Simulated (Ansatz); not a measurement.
**C₂H₅ClSSi: up Jacob's ladder to CCSD(T)**

One table from this session's results is given with a row withheld; the runs are named, their logs left out.

Computed with Ansatz 0.2.0, Gaussian basis. Level: functionals in def2-TZVPP, the program's frozen cores in correlated methods.

Plan: LDA (SPW92), PBE-D4, revPBE-D4, BLYP-D4, r2SCAN-D4, B97M-V, PBE0-D4, B3LYP-D4, r2SCANh-D4, r2SCAN0-D4, HSE06-D4, BHLYP-D4, CAM-B3LYP-D4, LC-ωPBE, ωB97X-V, ωB97M-V, B2PLYP, PBE-QIDH; CCSD(T)/def2-SVP; CCSD(T)/def2-TZVPP; MP2/def2-QZVPP; extrapolation to the limit; RPA on PBE.

**The relaxed structure**

The geometry comes from an earlier relaxation with PBE0-D4 in a triple-zeta def2 set; it is a stationary point, not always the lowest conformer.

SMILES `C=C(Cl)[SiH2]S`, 10 atoms, charge 0, spin multiplicity 1.

Atoms are counted from 1 here; the program's logs count them from 0.

Bond lengths: C1–C2 1.327 Å, C1–H6 1.085 Å, C1–H7 1.085 Å, C2–Cl3 1.736 Å, C2–Si4 1.868 Å, Si4–S5 2.130 Å, Si4–H8 1.485 Å, Si4–H9 1.481 Å, S5–H10 1.344 Å. Angles: C2–C1–H6 122.6°, C2–C1–H7 119.6°, H6–C1–H7 117.8°, C1–C2–Cl3 120.6°, C1–C2–Si4 123.6°, Cl3–C2–Si4 115.8°, C2–Si4–S5 112.5°, C2–Si4–H8 106.3°, C2–Si4–H9 110.3°, S5–Si4–H8 111.9°, S5–Si4–H9 104.6°, H8–Si4–H9 111.4°, Si4–S5–H10 94.4°.

Set-up of the first run:

File in.yaml:

```yaml
crystal:
  periodic: [false, false, false]
  atoms:
    - {symbol: C, position_ang: [-1.588869, 0.711309, 0.316384]}
    - {symbol: C, position_ang: [-0.365816, 0.755386, -0.197800]}
    - {symbol: Cl, position_ang: [0.385063, 2.277819, -0.559291]}
    - {symbol: Si, position_ang: [0.651047, -0.764986, -0.578764]}
    - {symbol: S, position_ang: [2.478984, -0.815839, 0.513205]}
    - {symbol: H, position_ang: [-2.166784, 1.604628, 0.527332]}
    - {symbol: H, position_ang: [-2.042545, -0.248906, 0.536878]}
    - {symbol: H, position_ang: [-0.212247, -1.932992, -0.268446]}
    - {symbol: H, position_ang: [1.065622, -0.761810, -2.000789]}
    - {symbol: H, position_ang: [1.878645, -0.875708, 1.714291]}
basis:
  gaussian: {orbitals: def2-TZVPP}
hamiltonian: {xc: lda}
output: {orbitals: {seedname: orbitals}}
```

Command:

```
> ansatz run in.yaml --threads 4 --pin off --events-out ev --progress --plain --max-ram 10444MiB
```

Steps of the session up to this table: LDA; PBE-D4 (GGA); revPBE-D4 (GGA); BLYP-D4 (GGA); r2SCAN-D4 (meta-GGA); B97M-V (meta-GGA); PBE0-D4 (hybrid); B3LYP-D4 (hybrid); r2SCANh-D4 (hybrid); r2SCAN0-D4 (hybrid); HSE06-D4 (hybrid); BHLYP-D4 (hybrid); CAM-B3LYP-D4 (range-separated); LC-ωPBE (range-separated); ωB97X-V (range-separated); ωB97M-V (range-separated); B2PLYP (double hybrid); PBE-QIDH (double hybrid).

One table of the session follows, with a row left open; its other results are not shown here.

It belongs to the step «Orbital energies across the functionals». 

| functional | HOMO (eV) | gap (eV) |
| --- | --- | --- |
| LDA (SPW92) | -6.51 | 4.32 |
| PBE-D4 | -6.39 | 4.44 |
| revPBE-D4 | -6.34 | 4.48 |
| BLYP-D4 | -6.22 | 4.43 |
| r2SCAN-D4 | -6.68 | 4.89 |
| B97M-V | -6.78 | 5.03 |
| PBE0-D4 | -7.62 | 6.60 |
| B3LYP-D4 | -7.36 | 6.15 |
| r2SCANh-D4 | -7.13 | 5.68 |
| r2SCAN0-D4 | ? | ? |
| HSE06-D4 | -7.21 | 5.82 |
| BHLYP-D4 | -8.68 | 8.74 |
| CAM-B3LYP-D4 | -8.93 | 9.06 |
| LC-ωPBE | -10.34 | 11.58 |
| ωB97X-V | -9.98 | 11.15 |
| ωB97M-V | -9.81 | 10.86 |

Q: Estimate the row for r2SCAN0-D4 from the others.

Worked estimate for «HOMO (eV)». Against the share of exact exchange, r2SCAN-D4 (0, -6.68), r2SCANh-D4 (0.1, -7.13) give a slope of -4.50 per unit share; at 0.25 the line stands at -7.80.

**Answer.** HOMO (eV): -7.80; gap (eV): 6.88. In «HOMO (eV)» the line misses by 0.00.
